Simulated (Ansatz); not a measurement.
# C₂H₈BNO: one species, many methods

How much do the methods differ for C₂H₈BNO? The plan is to run it at one geometry with functionals of several rungs and with coupled cluster, and see how far each lands from CCSD(T) at the basis-set limit for the atomisation energy.

Program: Ansatz 0.2.0, Gaussian basis. Level of theory: functionals in def2-TZVPP, the program's frozen cores in correlated methods. These are calculated values, not measurements.

Plan: PBE-D4, r2SCAN-D4, PBE0-D4, B3LYP-D4, ωB97X-V, ωB97M-V, B2PLYP; CCSD(T)/def2-TZVPP; MP2/def2-QZVPP; extrapolation to the limit.

## Step 1: The geometry

The geometry comes from an earlier relaxation with PBE0-D4 in a triple-zeta def2 set; it is a stationary point, not always the lowest conformer.

SMILES `COBCN`, 13 atoms, charge 0, spin multiplicity 1.

Atoms are counted from 1 here; the program's logs count them from 0.

Bond lengths: C1–O2 1.411 Å, C1–H6 1.092 Å, C1–H7 1.092 Å, C1–H8 1.094 Å, O2–B3 1.345 Å, B3–C4 1.568 Å, B3–H9 1.208 Å, C4–N5 1.458 Å, C4–H10 1.108 Å, C4–H11 1.096 Å, N5–H12 1.011 Å, N5–H13 1.012 Å. Angles: O2–C1–H6 109.1°, O2–C1–H7 109.0°, O2–C1–H8 111.3°, H6–C1–H7 108.6°, H6–C1–H8 109.4°, H7–C1–H8 109.4°, C1–O2–B3 122.4°, O2–B3–C4 118.8°, O2–B3–H9 119.2°, C4–B3–H9 122.0°, B3–C4–N5 112.7°, B3–C4–H10 106.5°, B3–C4–H11 108.7°, N5–C4–H10 114.2°, N5–C4–H11 109.4°, H10–C4–H11 105.0°, C4–N5–H12 111.5°, C4–N5–H13 110.7° and more.

## Step 2: PBE-D4 (GGA)

The input, in.yaml:

```yaml
crystal:
  periodic: [false, false, false]
  atoms:
    - {symbol: C, position_ang: [-2.216529, -0.504551, 0.943105]}
    - {symbol: O, position_ang: [-1.090895, -0.698307, 0.114617]}
    - {symbol: B, position_ang: [-0.026344, 0.123271, 0.142021]}
    - {symbol: C, position_ang: [1.154876, -0.136850, -0.856012]}
    - {symbol: N, position_ang: [2.381990, 0.547685, -0.466488]}
    - {symbol: H, position_ang: [-3.100921, -0.368187, 0.316961]}
    - {symbol: H, position_ang: [-2.360002, -1.393216, 1.561288]}
    - {symbol: H, position_ang: [-2.089764, 0.369801, 1.587943]}
    - {symbol: H, position_ang: [-0.023257, 1.058707, 0.907088]}
    - {symbol: H, position_ang: [0.782109, 0.137262, -1.862237]}
    - {symbol: H, position_ang: [1.340930, -1.216044, -0.907408]}
    - {symbol: H, position_ang: [3.070637, 0.525046, -1.206969]}
    - {symbol: H, position_ang: [2.197571, 1.520682, -0.259009]}
basis:
  gaussian: {orbitals: def2-TZVPP}
hamiltonian: {xc: pbe, dispersion: d4}
output: {forces: true, orbitals: {seedname: orbitals}}
```

Command:

```sh
> ansatz run in.yaml --threads 4 --pin off --events-out ev --progress --plain --max-ram 10444MiB
```

The runs that follow: r2SCAN-D4 (meta-GGA); PBE0-D4 (hybrid); B3LYP-D4 (hybrid); ωB97X-V (range-separated); ωB97M-V (range-separated); B2PLYP (double hybrid); CCSD(T) in def2-TZVPP; MP2 in def2-QZVPP.

**Question.** What will the summary of the whole plan be? Wanted: atomisation energy, CCSD(T)/CBS; farthest; mean size of error, hybrid; mean size of error, range-separated; gap, smallest and largest; T1 diagnostic; triples share of the correlation energy.

The runs gave:

| quantity | value |
| --- | --- |
| atomisation energy, CCSD(T)/CBS | 4958.4 kJ/mol |
| functionals within 24.8 kJ/mol (0.5 %) | r2SCAN-D4, ωB97X-V |
| farthest | PBE-D4 (+116.0 kJ/mol) |
| mean size of error, hybrid | 26.7 kJ/mol |
| mean size of error, range-separated | 25.8 kJ/mol |
| gap, smallest and largest | 4.18 eV (PBE-D4), 11.35 eV (ωB97X-V) |
| T1 diagnostic | 0.0119 |
| triples share of the correlation energy | 3.6 % |

What this shows: PBE-D4 is off by +116.0 kJ/mol. Double hybrids carry the basis error of their MP2 part in triple zeta, and no dispersion term here, so their miss is partly the set-up's. Misses under about 24.8 kJ/mol are within the doubt on the reference itself, which lacks core-valence correlation, relativity and higher excitations. Hartree-Fock recovers 73 % of the binding; the rest is correlation. The gap grows from 4.2 to 11.3 eV across the functionals, mostly with the share of exact exchange.
